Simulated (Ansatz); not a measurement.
# Ga2GeSe2: the cost of one run

Program: Ansatz 0.2.0. Level of theory: DFT PBE, scalar-relativistic, plane waves, PAW. These are calculated values, not measurements.

### Step 1. Starting point

The structure is hexagonal, space group P6/mmm (No. 191). Conventional cell: a = 4.163 Å, b = 4.163 Å, c = 8.253 Å, α = 90.00°, β = 90.00°, γ = 120.00°. Around Ga (site symmetry -6m2) lie 3 Ga at 2.40 Å and 3 Ge at 2.40 Å. Ge (site symmetry 6/mmm) is surrounded by 2 Se at 1.88 Å. Around Se (site symmetry 6mm) lie 1 Ge at 1.88 Å.

Coordinates:

```cif
data_structure
_symmetry_space_group_name_H-M 'P6/mmm'
_symmetry_Int_Tables_number 191
_cell_length_a 4.1630
_cell_length_b 4.1630
_cell_length_c 8.2526
_cell_angle_alpha 90.000
_cell_angle_beta 90.000
_cell_angle_gamma 120.000
_cell_volume 123.86
loop_
_atom_site_label
_atom_site_type_symbol
_atom_site_symmetry_multiplicity
_atom_site_Wyckoff_symbol
_atom_site_fract_x
_atom_site_fract_y
_atom_site_fract_z
_atom_site_occupancy
Ga1 Ga 2 d 0.33333 0.66667 0.50000 1
Ge1 Ge 1 b 0.00000 0.00000 0.50000 1
Se1 Se 2 e 0.00000 0.00000 0.27166 1
```

A structure generator made this guess: random cell by space group and Wyckoff sites (P6/mmm, No. 191). Lengths come from tabulated atomic sizes and are only a guess.

### Step 2. Probe: one point on a coarse mesh

Contents of input.yaml:

```yaml
crystal:
  lattice:
    - [4.16298655, 0.0, 0.0]
    - [-2.08149328, 3.60525211, 0.0]
    - [0.0, 0.0, 8.25257241]
  atoms:
    - { symbol: Ga, position: [0.33333333, 0.66666667, 0.5] }
    - { symbol: Ga, position: [0.66666667, 0.33333333, 0.5] }
    - { symbol: Ge, position: [0.0, 0.0, 0.5] }
    - { symbol: Se, position: [0.0, 0.0, 0.271663] }
    - { symbol: Se, position: [0.0, 0.0, 0.728337] }
basis:
  ecutwfc: 420
kpoints:
  mp_grid: { grid: [6, 6, 2] }
hamiltonian:
  xc: pbe
scf:
  occupations: { method: gaussian, width: 0.1 }
  lower_state_search: "off"
output:
  forces: true
  stress: true
  eigenvalues: true
```

Command:

```sh
$ ansatz run input.yaml --threads 1 --pin off --max-ram 2560MiB --backend cpu --events-out ev --progress --plain --runs-dir out
```

Q: Estimate wall time and peak memory on 1 thread of Intel Xeon at 2.50GHz (Skylake/Cascade Lake), shared host.

About 11 s, with a peak of 0.45 GiB.
